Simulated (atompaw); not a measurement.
# Ru: generating and testing a PAW (atompaw) potential

Do these settings give a usable potential? It is generated, then checked for scattering, ghosts and hardness.

Method: atompaw 4.2.0.5, PBEsol, scalar-relativistic.

### Step 1. The design

Typed settings, in words:

```
element                 : ruthenium (Ru, Z = 44)
type                    : PAW
frozen core             : [Ar] 3d10
valence charge          : 16
reference configuration : 4s2 4p6 4d7 5s1 5p0
partial waves           : 4s (bound): rc 1.25 bohr; 5s (bound): rc 1.95 bohr; 4p (bound): rc 1.65 bohr; 5p (bound, empty): rc 1.95 bohr; 4d (bound): rc 2.05 bohr; 4d channel at 4.3 Ry: rc 2.05 bohr; 4f channel at 0.45 Ry: rc 1.55 bohr; 4f channel at 1.3 Ry: rc 1.55 bohr
local potential         : bessel scheme, radius 1.90 bohr
core correction         : smooth core density matched at 1.10 bohr
augmentation charge     : sinc compensation charge, radius 1.85 bohr; PAW radius 2.05 bohr; waves and projectors: custom polynom vanderbiltortho
```

### Step 2. The generation run

The input, Ru.input:

```
Ru 44
GGA-PBESOL scalarrelativistic loggrid 1500 logderivrange -8 5 326
5 5 4 0 0 0
5 0 1
5 1 0
4 2 7
0 0 0
c
c
c
v
v
c
c
v
v
c
v
3
2.05 1.85 1.90 1.10
n
n
y
4.3
n
y
0.45
y
1.3
n
custom polynom vanderbiltortho sinc
bessel
1.25
1.95
1.65
1.95
2.05
2.05
1.55
1.55
PWSCFOUT
UPFDX 0.0125d0 UPFXMIN -7.d0 UPFZMESH 44.d0
END
```

The run is started by

```bash
atompaw < Ru.input > Ru.log
```

**Question.** What will these runs give? Wanted: cutoffs for 10 and 1 mRy, occupied levels; bound ghosts; largest phase difference near zero energy, channels read; lowest eigenvalue of the overlap; share of valence orbitals outside the PAW sphere; UPF file.

As calculated:

| quantity | value |
| --- | --- |
| cutoffs for 10 and 1 mRy, occupied levels | 40 Ry and 70 Ry |
| bound ghosts | none found |
| largest phase difference near zero energy, channels read | 0.003 rad |
| lowest eigenvalue of the overlap (Bessel basis) | 0.679 (p) |
| share of valence orbitals outside the PAW sphere | 4s 1 %, 5s 88 %, 4p 3 %, 5p 97 %, 4d 26 % |
| UPF file | written |

It counts as of middling hardness, with 40 Ry needed at the looser tolerance. It is free of bound ghosts as far as tested. Near zero energy the phases of the channels with partial waves agree within 0.003 rad. These are tests on the free atom; a crystal test is still owed.
